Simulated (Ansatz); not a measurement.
Run this with the Ansatz DFT code, driven from Python and show what comes out.

`dfpt_ti.py`:
```python
"""Zone-centre and zone-boundary phonons of Ti by linear response."""

from pathlib import Path
import warnings

import ansatz as az
import numpy as np

warnings.simplefilter("ignore", az.DeckWarning)

lattice = az.Lattice.of(
    (4.6, 0.0, 0.0),
    (-2.3, 3.983717, 0.0),
    (0.0, 0.0, 2.82),
)
sites = [
    ("Ti", (0.0, 0.0, 0.0)),
    ("Ti", (1 / 3, 2 / 3, 0.5)),
    ("Ti", (2 / 3, 1 / 3, 0.5)),
]
cell = az.Crystal(lattice=lattice)
for symbol, position in sites:
    cell = cell.atom(symbol, position)

base = (
    cell.calculation()
    .functional("lda")
    .pseudopotentials("paw")
    .occupations("fermi_dirac", width=0.1)
    .kpoints(8, 8, 12)
    .phonons("dfpt", points=[(0, 0, 0), (0.5, 0, 0), (0, 0, 0.5)])
)
done = base.run(threads=1, runs_dir="runs")
ph = done.phonons

for q in ph.qpoints:
    print("q =", np.round(q.q_frac, 3), "1/cm:", " ".join(f"{w:.1f}" for w in q.omega_inv_cm))
```

```console
$ python dfpt_ti.py
q = [0. 0. 0.] 1/cm: -0.0 0.0 0.0 121.8 121.8 130.4 159.9 159.9 204.8
q = [0.5 0.  0. ] 1/cm: 90.4 118.5 120.4 124.0 159.7 162.8 170.3 184.6 196.1
q = [0.  0.  0.5] 1/cm: 97.4 97.4 108.0 108.0 174.0 174.0 228.3 228.7 269.9
```

Notes:
- The cell isn't relaxed first, so the values belong to this volume.
- This isn't the structure that Ti takes at ambient conditions.
- The structure is taken as given; imaginary modes can come from an unrelaxed or unstable start. Phonons of metals also depend on mesh and smearing.
- Hardware and time: 3.2 min on 1 thread of Intel(R) Xeon(R) Processor @ 2.30GHz (shared host), peak memory 1.2 GiB.
